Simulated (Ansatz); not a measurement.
# C₂H₈ClOSbSi: how energies converge with the basis set

An exercise on one series of results from a longer session: the logs are not shown, and one member is left open.

Program: Ansatz 0.2.0, Gaussian basis. Level of theory: one geometry, several basis sets. These are calculated values, not measurements.

Plan: PBE0-D4/def2-SVP; ωB97M-V/def2-SVP; PBE0-D4/def2-QZVPP; ωB97M-V/def2-QZVPP; the functionals' def2-TZVPP values are taken from earlier runs.

## The relaxed structure

An earlier PBE0-D4 in a triple-zeta def2 set relaxation fixed the geometry. Sb takes the def2 core potential; no spin-orbit term is included.

SMILES `CC[O][Sb]([SiH3])[Cl]`, 14 atoms, charge 0, spin multiplicity 1.

Atoms are counted from 1 here; the program's logs count them from 0.

Bond lengths: C1–C2 1.512 Å, C1–H7 1.093 Å, C1–H8 1.092 Å, C1–H9 1.092 Å, C2–O3 1.418 Å, C2–H10 1.100 Å, C2–H11 1.095 Å, O3–Sb4 1.956 Å, Sb4–Si5 2.591 Å, Sb4–Cl6 2.379 Å, Si5–H12 1.487 Å, Si5–H13 1.486 Å, Si5–H14 1.483 Å. Angles: C2–C1–H7 110.3°, C2–C1–H8 110.3°, C2–C1–H9 111.1°, H7–C1–H8 108.5°, H7–C1–H9 108.4°, H8–C1–H9 108.1°, C1–C2–O3 111.6°, C1–C2–H10 110.2°, C1–C2–H11 110.4°, O3–C2–H10 111.1°, O3–C2–H11 106.6°, H10–C2–H11 106.9°, C2–O3–Sb4 120.0°, O3–Sb4–Si5 89.2°, O3–Sb4–Cl6 100.1°, Si5–Sb4–Cl6 91.2°, Sb4–Si5–H12 109.8°, Sb4–Si5–H13 108.4° and more.

The first run:

in.yaml

```yaml
crystal:
  periodic: [false, false, false]
  atoms:
    - {symbol: C, position_ang: [-0.455898, -0.908395, 2.133156]}
    - {symbol: C, position_ang: [0.835935, -0.556712, 1.431586]}
    - {symbol: O, position_ang: [0.624008, -0.275744, 0.057857]}
    - {symbol: Sb, position_ang: [0.414939, 1.574728, -0.540011]}
    - {symbol: Si, position_ang: [0.048930, 0.714003, -2.956365]}
    - {symbol: Cl, position_ang: [-1.928118, 1.850287, -0.230913]}
    - {symbol: H, position_ang: [-0.259547, -1.190607, 3.170994]}
    - {symbol: H, position_ang: [-0.942242, -1.747083, 1.631510]}
    - {symbol: H, position_ang: [-1.148468, -0.064049, 2.129712]}
    - {symbol: H, position_ang: [1.324652, 0.288934, 1.938307]}
    - {symbol: H, position_ang: [1.534409, -1.399323, 1.474388]}
    - {symbol: H, position_ang: [1.344316, 0.264468, -3.532825]}
    - {symbol: H, position_ang: [-0.489418, 1.830408, -3.776611]}
    - {symbol: H, position_ang: [-0.916398, -0.409915, -2.901984]}
basis:
  gaussian: {orbitals: def2-SVP}
hamiltonian: {xc: pbe0, dispersion: d4}
output: {orbitals: {seedname: orbitals}}
```

The run is started by

```sh
$ ansatz run in.yaml --threads 2 --pin off --events-out ev --progress --plain --max-ram 31744MiB --backend cpu
```

Steps of the session up to this table: PBE0-D4 in def2-SVP; ωB97M-V in def2-SVP; PBE0-D4 in def2-QZVPP; ωB97M-V in def2-QZVPP.

One table of the session follows, with a row left open; its other results are not shown here.

It belongs to the step «Functionals by basis». 

```
functional       basis  HOMO (eV)
   PBE0-D4    def2-SVP      -6.94
   PBE0-D4  def2-TZVPP      -7.04
   PBE0-D4  def2-QZVPP          ?
   ωB97M-V    def2-SVP      -8.91
   ωB97M-V  def2-TZVPP      -9.03
   ωB97M-V  def2-QZVPP      -9.06
```

Estimate the missing values for PBE0-D4, def2-QZVPP.

As computed: HOMO (eV): -7.06. In the column «HOMO (eV)» it lies between ωB97M-V, def2-SVP (-8.91) and PBE0-D4, def2-TZVPP (-7.04).
